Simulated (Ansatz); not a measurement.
Task: a comparison of functionals at one structure of Na₃BrO, space group Pm-3m, with the Python package of Ansatz (0.2.0). Give the script and its output. Level of theory (first run): BLYP, PAW, the default cutoff (420 eV here), 4×4×4 k-points, fixed occupations. The script varies functional: blyp, pbesol, r2scan.

Input file `na3bro.vasp`:
```text
Na3BrO
1.0
   4.53313000    0.00000000    0.00000000
   0.00000000    4.53313000    0.00000000
   0.00000000    0.00000000    4.53313000
Na Br O
3 1 1
Direct
   0.00000000    0.50000000    0.50000000
   0.50000000    0.00000000    0.50000000
   0.50000000    0.50000000    0.00000000
   0.00000000    0.00000000    0.00000000
   0.50000000    0.50000000    0.50000000
```

The script, `na3bro.py`:
```python
"""Functional comparison for Na3BrO (totals differ with the potentials too)."""

import warnings

import ansatz as az
from ase.io import read

warnings.simplefilter("ignore", az.DeckWarning)

atoms = read("na3bro.vasp", format="vasp")
system = az.Crystal.from_ase(atoms)

model = (
    system.calculation()
    .pseudopotentials("paw")
    .kpoints(4)
    .occupations("Fixed")
    .band_table()
)

rows = []
for value in ["blyp", "pbesol", "r2scan"]:
    rep = model.functional(value).run(threads=1, backend="cpu").report
    rows.append((value, rep["free_energy_ev"] / len(rep["lattice"]["sites"]), rep["n_iterations"], rep["gap_by_band_count_ev"], rep["n_kpoints"]))

print("  functional   F/atom (eV)    iterations  gap by band count (eV)      k-points")
for row in rows:
    print(f"{str(row[0]):>12s}  {row[1]:12.5f}  {row[2]:12d}  {row[3]:22.3f}  {row[4]:12d}")
```

`python na3bro.py` gives:
```text
  functional   F/atom (eV)    iterations  gap by band count (eV)      k-points
        blyp   -1567.45608             7                   2.132            10
      pbesol   -1545.85961             7                   1.954            10
      r2scan   -1566.49559             7                   2.618            10
```

Notes:
- Semilocal gaps usually lie well under measured ones.
- The structure comes from a database of computed cells and needn't be a stable or known phase.
- Levels are Kohn-Sham eigenvalues on this mesh, without spin-orbit coupling.
- Total energies of different functionals can't be compared; pressures, moments and gaps at this one structure can.
- Wall time of the script: 6 s on 1 thread of Arm Neoverse V2 (shared host), peak memory 0.56 GiB.
